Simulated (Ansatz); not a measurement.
**CH6GeSeSi: up Jacob's ladder to CCSD(T)**

The task here is to estimate one member of a computed series from the others.

Method: functionals in def2-TZVPP, the program's frozen cores in correlated methods; program: Ansatz 0.2.0, Gaussian basis.

Levels to be run: PBE-D4, r2SCAN-D4, PBE0-D4, B3LYP-D4, ωB97X-V, ωB97M-V, B2PLYP; CCSD(T)/def2-TZVPP; MP2/def2-QZVPP; extrapolation to the limit.

## The geometry

An earlier PBE0-D4 in a triple-zeta def2 set relaxation fixed the geometry.

10 atoms, charge 0, spin multiplicity 1.

Atoms are counted from 1 here; the program's logs count them from 0.

Bond lengths: Si1–Ge2 2.363 Å, Si1–H5 1.484 Å, Si1–H6 1.487 Å, Si1–H7 1.484 Å, Ge2–C3 1.937 Å, Ge2–Se4 2.336 Å, Ge2–H8 1.533 Å, C3–Se4 1.993 Å, C3–H9 1.084 Å, C3–H10 1.084 Å. Angles: Ge2–Si1–H5 109.8°, Ge2–Si1–H6 110.7°, Ge2–Si1–H7 106.9°, H5–Si1–H6 109.1°, H5–Si1–H7 110.3°, H6–Si1–H7 110.0°, Si1–Ge2–C3 118.4°, Si1–Ge2–Se4 113.9°, Si1–Ge2–H8 121.3°, C3–Ge2–Se4 54.6°, C3–Ge2–H8 115.9°, Se4–Ge2–H8 114.6°, Ge2–C3–Se4 72.9°, Ge2–C3–H9 117.9°, Ge2–C3–H10 118.5°, Se4–C3–H9 113.1°, Se4–C3–H10 113.2°, H9–C3–H10 114.3° and more.

The first run:

in.yaml

```yaml
crystal:
  periodic: [false, false, false]
  atoms:
    - {symbol: Si, position_ang: [-1.312595, 1.003760, -0.837168]}
    - {symbol: Ge, position_ang: [-0.253193, -0.689061, 0.425859]}
    - {symbol: C, position_ang: [1.637170, -0.509665, 0.806405]}
    - {symbol: Se, position_ang: [1.465604, -1.784408, -0.715461]}
    - {symbol: H, position_ang: [-2.216961, 0.389358, -1.841061]}
    - {symbol: H, position_ang: [-2.102860, 1.902606, 0.045679]}
    - {symbol: H, position_ang: [-0.239205, 1.773361, -1.513312]}
    - {symbol: H, position_ang: [-1.047772, -1.579189, 1.388624]}
    - {symbol: H, position_ang: [2.019311, -0.972945, 1.709139]}
    - {symbol: H, position_ang: [2.133502, 0.414882, 0.534195]}
basis:
  gaussian: {orbitals: def2-TZVPP}
hamiltonian: {xc: pbe, dispersion: d4}
output: {forces: true, orbitals: {seedname: orbitals}}
```

Command:

```
$ ansatz run in.yaml --threads 4 --pin off --events-out ev --progress --plain --max-ram 10444MiB
```

Among the steps run: PBE-D4 (GGA); r2SCAN-D4 (meta-GGA); PBE0-D4 (hybrid); B3LYP-D4 (hybrid); ωB97X-V (range-separated); ωB97M-V (range-separated); B2PLYP (double hybrid); CCSD(T) in def2-TZVPP; MP2 in def2-QZVPP.

One table of the session follows, with a row left open; its other results are not shown here.

| method | atomisation energy (kJ/mol) |
| --- | --- |
| PBE-D4 | 3065.8 |
| r2SCAN-D4 | 3061.0 |
| PBE0-D4 | 3036.7 |
| B3LYP-D4 | 3027.3 |
| ωB97X-V | ? |
| ωB97M-V | 3027.6 |
| B2PLYP | 2995.7 |
| HF/def2-TZVPP | 2185.6 |
| MP2/def2-TZVPP | 2995.2 |
| CCSD/def2-TZVPP | 2936.2 |
| CCSD(T)/def2-TZVPP | 2986.3 |
| MP2/CBS | 3074.2 |
| CCSD(T)/CBS | 3065.3 |

Q: Estimate the row for ωB97X-V from the others.

The run gave: atomisation energy (kJ/mol): 3065.9. In the column «atomisation energy (kJ/mol)» it lies between PBE-D4 (3065.8) and MP2/CBS (3074.2).
